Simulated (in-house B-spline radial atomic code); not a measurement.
# Co⁹⁺: excited configurations

How much energy does it take to promote electrons of Co⁹⁺ to other shells? Each configuration is solved by itself and compared with the reference.

Program: in-house B-spline radial atomic code version 1. Level of theory: Dirac-Hartree-Fock, average of configuration, Fermi nucleus, basis-set limit. These are calculated values, not measurements, unless marked.

## Step 1: What is computed

| Property | Result |
| --- | --- |
| element | cobalt (Z = 27) |
| charge | +9 |
| electrons | 18 |
| configuration | [Ne] 3s2 3p6 |
| Hamiltonian | Dirac-Coulomb |
| nucleus | Fermi, rms radius 3.788 fm |

Outer shells as boxes (Hund's rule):

[Ne] 3s2 3p6
```
[Ne] core
3s [↑↓]
3p [↑↓][↑↓][↑↓]
```

Input settings:

```ini
Z = 27
electrons = 18.0
configuration = [Ne] 3s2 3p6
hamiltonian = dirac
method = hf
spin_polarised = False
nucleus = fermi
rms_radius = 3.7875
mass_number = 59
atomic_mass = 58.933193524
speed_of_light = 137.035999084
```

This reference run was done before. Its total energy is -1364.448826 hartree, and its levels are (the highest eight at most):

```csv
orbital,occupation,energy (eV),<r> (bohr)
1s1/2,2,-8003.66,0.05617
2s1/2,2,-1194.21,0.2531
2p1/2,2,-1061.32,0.2214
2p3/2,4,-1046.27,0.2244
3s1/2,2,-323.35,0.7056
3p1/2,2,-277.44,0.7129
3p3/2,4,-274.93,0.7188
```

## Step 2: Run with [Ne] 3s2 3p5 5g1

Input settings:

```ini
Z = 27
electrons = 18.0
configuration = [Ne] 3s2 3p5 5g1
hamiltonian = dirac
method = hf
spin_polarised = False
nucleus = fermi
rms_radius = 3.7875
mass_number = 59
atomic_mass = 58.933193524
speed_of_light = 137.035999084
```

## Step 3: Run with [He] 2s2 2p5 3s2 3p6 6p1

Settings: those of step 2 with these lines changed.

```diff
@@ -2,3 +2,3 @@
 electrons = 18.0
-configuration = [Ne] 3s2 3p5 5g1
+configuration = [He] 2s2 2p5 3s2 3p6 6p1
 hamiltonian = dirac
```

## Step 4: [Ne] 3s2 3p5 5p1

Settings: those of step 3 with these lines changed.

```diff
@@ -2,3 +2,3 @@
 electrons = 18.0
-configuration = [He] 2s2 2p5 3s2 3p6 6p1
+configuration = [Ne] 3s2 3p5 5p1
 hamiltonian = dirac
```

## Step 5: Run with [Ne] 3s1 3p6 4p1

Settings: those of step 4 with these lines changed.

```diff
@@ -2,3 +2,3 @@
 electrons = 18.0
-configuration = [Ne] 3s2 3p5 5p1
+configuration = [Ne] 3s1 3p6 4p1
 hamiltonian = dirac
```

## Step 6: Configuration [He] 2s2 2p5 3s2 3p6 5f1

Settings: those of step 5 with these lines changed.

```diff
@@ -2,3 +2,3 @@
 electrons = 18.0
-configuration = [Ne] 3s1 3p6 4p1
+configuration = [He] 2s2 2p5 3s2 3p6 5f1
 hamiltonian = dirac
```

## Step 7: [He] 2s2 2p5 3s2 3p6 7s1

Settings: those of step 6 with these lines changed.

```diff
@@ -2,3 +2,3 @@
 electrons = 18.0
-configuration = [He] 2s2 2p5 3s2 3p6 5f1
+configuration = [He] 2s2 2p5 3s2 3p6 7s1
 hamiltonian = dirac
```

**Question.** How far above the reference does each configuration lie (order and size, in eV)?

As calculated:

| net move | configuration | energy above the reference (eV) | with Breit, QED, recoil (eV) | largest <r> (bohr) |
| --- | --- | --- | --- | --- |
| 3s → 4p | [Ne] 3s1 3p6 4p1 | 198.62 | 198.49 | 1.59 |
| 3p → 5p | [Ne] 3s2 3p5 5p1 | 202.49 | 202.40 | 2.76 |
| 3p → 5g | [Ne] 3s2 3p5 5g1 | 220.19 | 220.09 | 2.74 |
| 2p → 5f | [He] 2s2 2p5 3s2 3p6 5f1 | 985.20 | 984.44 | 2.98 |
| 2p → 6p | [He] 2s2 2p5 3s2 3p6 6p1 | 993.70 | 992.96 | 4.18 |
| 2p → 7s | [He] 2s2 2p5 3s2 3p6 7s1 | 1005.83 | 1005.09 | 5.70 |

Quantum defects of the promoted electron, δ = n − ζ/√(−2ε) with ζ = 10 and ε its orbital energy in hartree:

| promotion | δ |
| --- | --- |
| 3s → 4p | 0.684 |
| 3p → 5p | 0.660 |
| 3p → 5g | 0.005 |
| 2p → 5f | 0.093 |
| 2p → 6p | 0.676 |
| 2p → 7s | 0.841 |

**Reading.** The lowest of them is 3s → 4p at 198.62 eV and the highest 2p → 7s at 1005.83 eV. Koopmans' estimate of the ionisation threshold is 274.93 eV; 3 configurations exceed it and could autoionise. The defect is largest for 7s (0.84) and least for 5g (0.00): low angular momentum penetrates the core, high angular momentum stays outside it. Two partly filled shells share a symmetry and can mix in the average, which may lower the energy, for: 3p → 5p; 2p → 6p. These are averages over configurations, without correlation, not spectroscopic levels.
